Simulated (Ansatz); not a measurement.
# F3GeH3Si: how energies converge with the basis set

The task here is to estimate one member of a computed series from the others.

Method: one geometry, several basis sets; program: Ansatz 0.2.0, Gaussian basis.

Levels to be run: PBE0-D4/def2-SVP; ωB97M-V/def2-SVP; PBE0-D4/def2-QZVPP; ωB97M-V/def2-QZVPP; the functionals' def2-TZVPP values are taken from earlier runs.

### The relaxed structure

All runs share one geometry, relaxed beforehand with PBE0-D4 in a triple-zeta def2 set.

SMILES `[F][Ge]([F])([F])[SiH3]`, 8 atoms, charge 0, spin multiplicity 1.

Atoms are counted from 1 here; the program's logs count them from 0.

Bond lengths: F1–Ge2 1.719 Å, Ge2–F3 1.719 Å, Ge2–F4 1.719 Å, Ge2–Si5 2.380 Å, Si5–H6 1.480 Å, Si5–H7 1.480 Å, Si5–H8 1.480 Å. Angles: F1–Ge2–F3 104.8°, F1–Ge2–F4 104.8°, F1–Ge2–Si5 113.8°, F3–Ge2–F4 104.8°, F3–Ge2–Si5 113.8°, F4–Ge2–Si5 113.9°, Ge2–Si5–H6 107.0°, Ge2–Si5–H7 107.0°, Ge2–Si5–H8 107.0°, H6–Si5–H7 111.8°, H6–Si5–H8 111.8°, H7–Si5–H8 111.8°.

The first run:

Contents of in.yaml:

```yaml
crystal:
  periodic: [false, false, false]
  atoms:
    - {symbol: F, position_ang: [1.396158, -1.075252, 1.607916]}
    - {symbol: Ge, position_ang: [0.455431, -0.988792, 0.171229]}
    - {symbol: F, position_ang: [-0.699058, -2.253687, 0.325275]}
    - {symbol: F, position_ang: [1.514445, -1.510650, -1.078835]}
    - {symbol: Si, position_ang: [-0.511669, 1.150784, -0.217367]}
    - {symbol: H, position_ang: [-1.385120, 1.447760, 0.940185]}
    - {symbol: H, position_ang: [0.604039, 2.117327, -0.326781]}
    - {symbol: H, position_ang: [-1.282327, 1.055310, -1.477521]}
basis:
  gaussian: {orbitals: def2-SVP}
hamiltonian: {xc: pbe0, dispersion: d4}
output: {orbitals: {seedname: orbitals}}
```

On the command line:

```console
$ ansatz run in.yaml --threads 4 --pin off --events-out ev --progress --plain --max-ram 10444MiB
```

Among the steps run: PBE0-D4 in def2-SVP; ωB97M-V in def2-SVP; PBE0-D4 in def2-QZVPP; ωB97M-V in def2-QZVPP.

One table of the session follows, with a row left open; its other results are not shown here.

```
functional       basis  HOMO (eV)
   PBE0-D4    def2-SVP      -9.66
   PBE0-D4  def2-TZVPP          ?
   PBE0-D4  def2-QZVPP      -9.75
   ωB97M-V    def2-SVP     -11.73
   ωB97M-V  def2-TZVPP     -11.82
   ωB97M-V  def2-QZVPP     -11.87
```

**Question.** Estimate the row for PBE0-D4, def2-TZVPP.

**Answer.** HOMO (eV): -9.72. In the column «HOMO (eV)» it lies between PBE0-D4, def2-QZVPP (-9.75) and PBE0-D4, def2-SVP (-9.66).
